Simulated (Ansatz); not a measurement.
# C2H8B2: the cost of one run

Program: Ansatz 0.2.0. Level of theory: RKS BLYP/6-31G*. These are calculated values, not measurements.

## 1. The starting structure

Bond lengths: B1–C2 1.570 Å, C2–B3 1.570 Å, C2–C4 1.534 Å, B1–H5 1.169 Å, B1–H6 1.169 Å, C2–H7 1.096 Å, B3–H8 1.170 Å, B3–H9 1.170 Å, C4–H10 1.089 Å, C4–H11 1.089 Å, C4–H12 1.087 Å. Angles (14 of 18 angles, heavy atoms first): B1–C2–B3 103.8°, B1–C2–C4 115.1°, B3–C2–C4 115.1°, B1–C2–H7 106.5°, B3–C2–H7 106.4°, C4–C2–H7 109.4°, C2–B1–H5 120.3°, C2–B1–H6 120.1°, C2–B3–H8 120.1°, C2–B3–H9 120.3°, C2–C4–H10 110.9°, C2–C4–H11 110.9°, C2–C4–H12 110.7°, H5–B1–H6 119.6°.

Structure file:

```xyz
12

B    -1.1240    1.0112   -0.2133
C     0.2250    0.2881    0.1377
B    -0.1237   -0.5517    1.4181
C     0.8530   -0.5104   -1.0119
H    -1.7500    0.6735   -1.1405
H    -1.5148    1.8833    0.4595
H     0.9225    1.0700    0.4606
H    -0.3060   -0.0140    2.4408
H    -0.2159   -1.7158    1.3531
H     1.0718    0.1372   -1.8595
H     1.7840   -0.9786   -0.6956
H     0.1781   -1.2927   -1.3488
```

## 2. End point A

input.yaml reads:

```yaml
crystal:
  periodic: [false, false, false]
  atoms:
    - { symbol: B, position_ang: [-1.12399, 1.01121, -0.21333] }
    - { symbol: C, position_ang: [0.22495, 0.28808, 0.13767] }
    - { symbol: B, position_ang: [-0.12367, -0.55175, 1.41811] }
    - { symbol: C, position_ang: [0.85299, -0.51043, -1.01187] }
    - { symbol: H, position_ang: [-1.74997, 0.67352, -1.14053] }
    - { symbol: H, position_ang: [-1.51482, 1.88329, 0.45945] }
    - { symbol: H, position_ang: [0.92251, 1.06997, 0.46058] }
    - { symbol: H, position_ang: [-0.30603, -0.01396, 2.44077] }
    - { symbol: H, position_ang: [-0.21592, -1.71581, 1.35313] }
    - { symbol: H, position_ang: [1.07181, 0.13719, -1.85952] }
    - { symbol: H, position_ang: [1.78403, -0.97859, -0.69563] }
    - { symbol: H, position_ang: [0.17812, -1.29272, -1.34884] }
basis:
  gaussian: { orbitals: "6-31G*" }
hamiltonian:
  xc: blyp
relax:
  f_tol: 0.02
  max_steps: 50
```

Command:

```console
$ ansatz run input.yaml --threads 1 --pin off --max-ram 2048MiB --backend cpu --events-out ev --progress --plain --runs-dir out
```

**Question.** How long does this run take on 1 thread of Intel Xeon at 2.50GHz (Skylake/Cascade Lake), shared host, and how much memory does it need?

About 37 s, with a peak of 0.12 GiB.
